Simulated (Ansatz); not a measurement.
**GeOF (quartet): wave-function methods side by side at a displaced geometry (v1), cc-pVDZ**

The task here is to estimate one member of a computed series from the others.

Program: Ansatz 0.2.0, Gaussian basis. Level of theory: cc-pVDZ, core rule «outside noble gas», up to 16 orbitals frozen. These are calculated values, not measurements.

To be run: UHF; CCSD(T) on ROHF; CCSD(T) on UHF; BCCD(T) on ROHF; CISD; CCSDT(Q) on ROHF; CCSDT(Q) on UHF; CASSCF and MRCISD+Q, 15 electrons in 11 orbitals; CASSCF and NEVPT2, 15 electrons in 11 orbitals.

35 further runs of the same task are left out: 6 for a known fault of the program, 14 that didn't finish, 15 set aside as unsound or not needed.

## The system

The geometry is a PBE0/def2-TZVP stationary point (not a proven minimum) with its atoms shifted at random (size 0.040 Å). No spin-orbit coupling is included. The filled d shell of Ge may be among the frozen orbitals whatever the setting's name suggests; the logs give the count.

3 atoms, charge 0, spin multiplicity 4.

Atoms are counted from 1 here; the program's logs count them from 0.

Bond lengths: F1–Ge2 1.745 Å, Ge2–O3 1.881 Å. Angles: F1–Ge2–O3 118.0°.

The first run:

The input, in.yaml:

```yaml
crystal:
  periodic: [false, false, false]
  atoms:
    - {symbol: F, position_ang: [-0.006443, -0.641508, 1.451899]}
    - {symbol: Ge, position_ang: [-0.007276, 0.302889, -0.014878]}
    - {symbol: O, position_ang: [0.040688, -0.613410, -1.656503]}
basis:
  gaussian: {orbitals: cc-pVDZ}
magnetization: {spin_polarized: true, initial_magnetization: 3}
hamiltonian: {xc: hf}
output: {orbitals: {seedname: orbitals}}
```

Started as:

```sh
> ansatz run in.yaml --threads 1 --pin off --events-out ev --progress --plain --max-ram 2393MiB
```

Steps of the session up to this table: UHF; CCSD(T) on ROHF; CCSD(T) on UHF; BCCD(T) on ROHF; CISD; CCSDT(Q) on ROHF; CCSDT(Q) on UHF; CASSCF and MRCISD+Q, 15 electrons in 11 orbitals; CASSCF and NEVPT2, 15 electrons in 11 orbitals.

One table of the session follows, with a row left open; its other results are not shown here.

```
          method  from UCCSDT(Q) (meV)
            ROHF              +11510.1
             UHF              +11219.3
            RMP2                +843.0
            UMP2                +873.6
           RCCSD                +328.1
           UCCSD                +304.2
        RCCSD(T)                 +78.2
        UCCSD(T)                 +68.0
         BCCD(T)                 +74.6
          RCCSDT                 +45.2
          UCCSDT                 +33.5
       RCCSDT(Q)                 +15.9
       UCCSDT(Q)                     0
  CASSCF valence                     ?
  NEVPT2 valence               +1259.8
  MRCISD valence                +889.6
MRCISD+Q valence                +170.7
```

**Question.** Estimate the row for CASSCF valence.

**Answer.** from UCCSDT(Q) (meV): +9856.9. In the column «from UCCSDT(Q) (meV)» it lies between NEVPT2 valence (+1259.8) and UHF (+11219.3).

Among the levels timed on like hardware and quicker than the yardstick, those that no quicker one beats, quickest first: NEVPT2 valence (11 s, +1259.8 meV); UCCSD(T) (14 s, +68.0 meV).

Not comparable, so not listed: CISD (they don't share determinant, frozen orbitals or solution with the rows shown, or repeat one).

Caveats from the session: Of the multireference levels listed MRCISD+Q valence comes nearest in total energy (+170.7 meV), which doesn't show that its space is the better one. Restricted and unrestricted rows rest on different reference determinants; where their highest levels disagree by more than a few hundredths of an eV, they describe different states and don't form one ladder.
